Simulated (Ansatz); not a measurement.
# GeN₃H₇: small, medium and large basis sets

One table from this session's results is given with a row withheld; the runs are named, their logs left out.

The runs use Ansatz 0.2.0, Gaussian basis; one geometry, several basis sets.

Plan: PBE0-D4/def2-SVP; ωB97M-V/def2-SVP; PBE0-D4/def2-QZVPP; ωB97M-V/def2-QZVPP; the functionals' def2-TZVPP values are taken from earlier runs.

**Structure used throughout**

An earlier PBE0-D4 in a triple-zeta def2 set relaxation fixed the geometry.

SMILES `[NH2][GeH]([NH2])[NH2]`, 11 atoms, charge 0, spin multiplicity 1.

Atoms are counted from 1 here; the program's logs count them from 0.

Bond lengths: N1–Ge2 1.834 Å, N1–H5 1.009 Å, N1–H6 1.010 Å, Ge2–N3 1.834 Å, Ge2–N4 1.829 Å, Ge2–H7 1.544 Å, N3–H8 1.011 Å, N3–H9 1.010 Å, N4–H10 1.010 Å, N4–H11 1.011 Å. Angles: Ge2–N1–H5 115.8°, Ge2–N1–H6 115.8°, H5–N1–H6 109.9°, N1–Ge2–N3 108.1°, N1–Ge2–N4 115.7°, N1–Ge2–H7 105.7°, N3–Ge2–N4 101.7°, N3–Ge2–H7 118.7°, N4–Ge2–H7 107.4°, Ge2–N3–H8 114.4°, Ge2–N3–H9 115.3°, H8–N3–H9 109.3°, Ge2–N4–H10 114.5°, Ge2–N4–H11 113.3°, H10–N4–H11 108.7°.

As a file:

```
N    -1.2367    1.1270   -0.4435
Ge    0.3351    0.2884   -0.0069
N     0.0278   -0.7742    1.4558
N     0.9494   -0.9294   -1.2261
H    -1.3110    2.0938   -0.1648
H    -2.0816    0.6325   -0.1959
H     1.3913    1.4095    0.0994
H     0.8095   -1.3582    1.7190
H    -0.3202   -0.2943    2.2732
H     1.1783   -0.5397   -2.1298
H     0.3237   -1.7125   -1.3599
```

The first run:

Contents of in.yaml:

```yaml
crystal:
  periodic: [false, false, false]
  atoms:
    - {symbol: N, position_ang: [-1.236700, 1.127024, -0.443468]}
    - {symbol: Ge, position_ang: [0.335069, 0.288417, -0.006942]}
    - {symbol: N, position_ang: [0.027823, -0.774183, 1.455785]}
    - {symbol: N, position_ang: [0.949407, -0.929395, -1.226098]}
    - {symbol: H, position_ang: [-1.311019, 2.093820, -0.164837]}
    - {symbol: H, position_ang: [-2.081600, 0.632479, -0.195917]}
    - {symbol: H, position_ang: [1.391307, 1.409513, 0.099408]}
    - {symbol: H, position_ang: [0.809482, -1.358179, 1.718987]}
    - {symbol: H, position_ang: [-0.320229, -0.294290, 2.273154]}
    - {symbol: H, position_ang: [1.178270, -0.539743, -2.129798]}
    - {symbol: H, position_ang: [0.323693, -1.712462, -1.359873]}
basis:
  gaussian: {orbitals: def2-SVP}
hamiltonian: {xc: pbe0, dispersion: d4}
output: {orbitals: {seedname: orbitals}}
```

Launch:

```
> ansatz run in.yaml --threads 4 --pin off --events-out ev --progress --plain --max-ram 10444MiB
```

Steps of the session up to this table: PBE0-D4 in def2-SVP; ωB97M-V in def2-SVP; PBE0-D4 in def2-QZVPP; ωB97M-V in def2-QZVPP.

One table of the session follows, with a row left open; its other results are not shown here.

It belongs to the step «Functionals by basis». 

```
functional       basis  HOMO (eV)  LUMO (eV)
   PBE0-D4    def2-SVP      -6.78       1.52
   PBE0-D4  def2-TZVPP      -7.10       0.81
   PBE0-D4  def2-QZVPP          ?          ?
   ωB97M-V    def2-SVP      -9.16       3.17
   ωB97M-V  def2-TZVPP      -9.50       2.22
   ωB97M-V  def2-QZVPP      -9.57       1.61
```

Q: Estimate the row for PBE0-D4, def2-QZVPP from the others.

The run gave: HOMO (eV): -7.17; LUMO (eV): 0.42. In the column «HOMO (eV)» it lies between ωB97M-V, def2-SVP (-9.16) and PBE0-D4, def2-TZVPP (-7.10).
